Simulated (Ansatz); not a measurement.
Run this with Ansatz 0.2.0 through its Python package and show what comes out.

`sreutiino6.py`
```python
from pathlib import Path

import ansatz as az
from pymatgen.core import Lattice, Structure
from pymatgen.io.ase import AseAtomsAdaptor


def main() -> None:
    pmg_structure = Structure(
        Lattice([(0.0, 4.06727464, 4.06727464), (4.06727464, 0.0, 4.06727464), (4.06727464, 4.06727464, 0.0)]),
        ["Sr", "Eu", "Ti", "In", "O", "O", "O", "O", "O", "O"],
        [
            (0.25, 0.25, 0.25),
            (0.75, 0.75, 0.75),
            (0.5, 0.5, 0.5),
            (0.0, 0.0, 0.0),
            (0.73958846, 0.26041154, 0.26041154),
            (0.26041154, 0.73958846, 0.73958846),
            (0.73958846, 0.73958846, 0.26041154),
            (0.26041154, 0.26041154, 0.73958846),
            (0.26041154, 0.73958846, 0.26041154),
            (0.73958846, 0.26041154, 0.73958846),
        ],
    )
    cell = az.Crystal.from_ase(AseAtomsAdaptor.get_atoms(pmg_structure)).moments(Eu=9.1)

    calc = (
        cell.calculation()
        .pseudopotentials("paw")
        .spin(az.SpinTreatment.COLLINEAR)
        .basis(34 * az.Ry)
        .hubbard("Eu", "f", u_eff=2.0)
        .kpoints(6, center="gamma")
        .occupations("Fermi-Dirac", width=0.15)
        .density_of_states(projected=True, energy_step=0.02)
    )
    Path("written.yaml").write_text(calc.to_yaml())
    back = az.Calculation.from_yaml("written.yaml")
    print(back.to_python())
    print("same input:", back.to_yaml() == calc.to_yaml())


if __name__ == "__main__":
    main()
```

```console
$ python sreutiino6.py
(
    az.Lattice.of(((0.0, 4.06727464, 4.06727464), (4.06727464, 0.0, 4.06727464), (4.06727464, 4.06727464, 0.0)))
    .atom("Sr", (0.25, 0.25, 0.25))
    .atom("Eu", (0.75, 0.75, 0.75))
    .atom("Ti", (0.5, 0.5, 0.5))
    .atom("In", (0.0, 0.0, 0.0))
    .atom("O", (0.73958846, 0.26041154, 0.26041154))
    .atom("O", (0.26041154, 0.73958846, 0.73958846))
    .atom("O", (0.73958846, 0.73958846, 0.26041154))
    .atom("O", (0.26041154, 0.26041154, 0.73958846))
    .atom("O", (0.26041154, 0.73958846, 0.26041154))
    .atom("O", (0.73958846, 0.26041154, 0.73958846))
    .moments({"Eu": 9.1})
    .calculation()
    .basis(cutoff=462.593566181796)
    .kpoints(6, 6, 6, shift=(0.0, 0.0, 0.0))
    .pseudopotentials(kind="paw")
    .hubbard("Eu", "f", u_eff=2.0)
    .spin("collinear")
    .occupations(method="fermi_dirac", width=0.15)
    .density_of_states(energy_step=0.02, projected=True)
)

same input: True
```

It writes `written.yaml`:
```yaml
crystal:
  lattice:
    - [0.0, 4.06727464, 4.06727464]
    - [4.06727464, 0.0, 4.06727464]
    - [4.06727464, 4.06727464, 0.0]
  atoms:
    - { symbol: Sr, position: [0.25, 0.25, 0.25] }
    - { symbol: Eu, position: [0.75, 0.75, 0.75] }
    - { symbol: Ti, position: [0.5, 0.5, 0.5] }
    - { symbol: In, position: [0.0, 0.0, 0.0] }
    - { symbol: O, position: [0.73958846, 0.26041154, 0.26041154] }
    - { symbol: O, position: [0.26041154, 0.73958846, 0.73958846] }
    - { symbol: O, position: [0.73958846, 0.73958846, 0.26041154] }
    - { symbol: O, position: [0.26041154, 0.26041154, 0.73958846] }
    - { symbol: O, position: [0.26041154, 0.73958846, 0.26041154] }
    - { symbol: O, position: [0.73958846, 0.26041154, 0.73958846] }
basis:
  ecutwfc: 462.593566181796
kpoints:
  mp_grid:
    grid: [6, 6, 6]
    shift: [0.0, 0.0, 0.0]
hamiltonian:
  pseudopotentials:
    kind: paw
  hubbard:
    - { species: Eu, l: f, u_eff: 2.0 }
magnetization:
  spin_polarized: true
  per_species:
    Eu: 9.1
scf:
  occupations:
    method: fermi_dirac
    width: 0.15
output:
  dos:
    de: 0.02
    projected: true
```

The input is only written out: it wasn't run, and its settings aren't tested. The structure comes from a database and needn't be a stable phase.
